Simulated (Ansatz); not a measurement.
# C3H10Si2: up Jacob's ladder to CCSD(T)

An exercise on one series of results from a longer session: the logs are not shown, and one member is left open.

Computed with Ansatz 0.2.0, Gaussian basis. Level: functionals in def2-TZVPP, the program's frozen cores in correlated methods.

Plan: PBE-D4, r2SCAN-D4, PBE0-D4, B3LYP-D4, ωB97X-V, ωB97M-V, B2PLYP; CCSD(T)/def2-TZVPP; MP2/def2-QZVPP; extrapolation to the limit.

## The relaxed structure

All runs share one geometry, relaxed beforehand with PBE0-D4 in a triple-zeta def2 set.

SMILES `C1C[SiH2][SiH2]C1`, 15 atoms, charge 0, spin multiplicity 1.

Atoms are counted from 1 here; the program's logs count them from 0.

Bond lengths: C1–C2 1.534 Å, C1–C5 1.534 Å, C1–H6 1.097 Å, C1–H7 1.095 Å, C2–Si3 1.898 Å, C2–H8 1.096 Å, C2–H9 1.093 Å, Si3–Si4 2.338 Å, Si3–H10 1.490 Å, Si3–H11 1.488 Å, Si4–C5 1.898 Å, Si4–H12 1.488 Å, Si4–H13 1.490 Å, C5–H14 1.096 Å, C5–H15 1.093 Å. Angles: C2–C1–C5 111.8°, C2–C1–H6 109.2°, C2–C1–H7 110.2°, C5–C1–H6 109.2°, C5–C1–H7 110.2°, H6–C1–H7 106.0°, C1–C2–Si3 108.7°, C1–C2–H8 109.6°, C1–C2–H9 111.4°, Si3–C2–H8 108.1°, Si3–C2–H9 112.1°, H8–C2–H9 106.8°, C2–Si3–Si4 93.1°, C2–Si3–H10 111.4°, C2–Si3–H11 112.9°, Si4–Si3–H10 113.7°, Si4–Si3–H11 117.0°, H10–Si3–H11 108.2° and more.

The first run:

in.yaml reads:

```yaml
crystal:
  periodic: [false, false, false]
  atoms:
    - {symbol: C, position_ang: [-0.745871, 0.928697, 0.571961]}
    - {symbol: C, position_ang: [-0.123784, -0.187867, 1.420740]}
    - {symbol: Si, position_ang: [1.368718, -0.902356, 0.490072]}
    - {symbol: Si, position_ang: [0.507277, -0.310650, -1.601327]}
    - {symbol: C, position_ang: [-1.060788, 0.454060, -0.852702]}
    - {symbol: H, position_ang: [-0.051538, 1.776565, 0.525181]}
    - {symbol: H, position_ang: [-1.653453, 1.308893, 1.053394]}
    - {symbol: H, position_ang: [-0.854134, -0.992734, 1.562449]}
    - {symbol: H, position_ang: [0.146289, 0.172359, 2.416623]}
    - {symbol: H, position_ang: [2.625124, -0.184264, 0.844764]}
    - {symbol: H, position_ang: [1.573356, -2.353342, 0.750899]}
    - {symbol: H, position_ang: [0.214945, -1.419174, -2.550517]}
    - {symbol: H, position_ang: [1.322110, 0.711443, -2.316463]}
    - {symbol: H, position_ang: [-1.835438, -0.320628, -0.819718]}
    - {symbol: H, position_ang: [-1.454613, 1.268498, -1.465956]}
basis:
  gaussian: {orbitals: def2-TZVPP}
hamiltonian: {xc: pbe, dispersion: d4}
output: {forces: true, orbitals: {seedname: orbitals}}
```

The run is started by

```bash
$ ansatz run in.yaml --threads 4 --pin off --events-out ev --progress --plain --max-ram 10444MiB
```

Among the steps run: PBE-D4 (GGA); r2SCAN-D4 (meta-GGA); PBE0-D4 (hybrid); B3LYP-D4 (hybrid); ωB97X-V (range-separated); ωB97M-V (range-separated); B2PLYP (double hybrid); CCSD(T) in def2-TZVPP; MP2 in def2-QZVPP.

One of the session's tables, all rows but one given; the rest of the session is left out.

It belongs to the step «Atomisation energies». 

| method | atomisation energy (kcal/mol) |
| --- | --- |
| PBE-D4 | 1312.7 |
| r2SCAN-D4 | 1304.4 |
| PBE0-D4 | 1305.2 |
| B3LYP-D4 | 1300.5 |
| ωB97X-V | 1308.9 |
| ωB97M-V | 1304.3 |
| B2PLYP | 1284.6 |
| HF/def2-TZVPP | 989.1 |
| MP2/def2-TZVPP | 1277.3 |
| CCSD/def2-TZVPP | 1257.9 |
| CCSD(T)/def2-TZVPP | 1272.4 |
| MP2/CBS | 1306.7 |
| CCSD(T)/CBS | ? |

Estimate the missing values for CCSD(T)/CBS.

The run gave: atomisation energy (kcal/mol): 1301.7. In the column «atomisation energy (kcal/mol)» it lies between B3LYP-D4 (1300.5) and ωB97M-V (1304.3).

Limits of these values: Free atoms (3 C, 2 Si, 10 H) were run apart at each level; the atomisation energy is their sum less the molecule, without zero-point or spin-orbit terms.
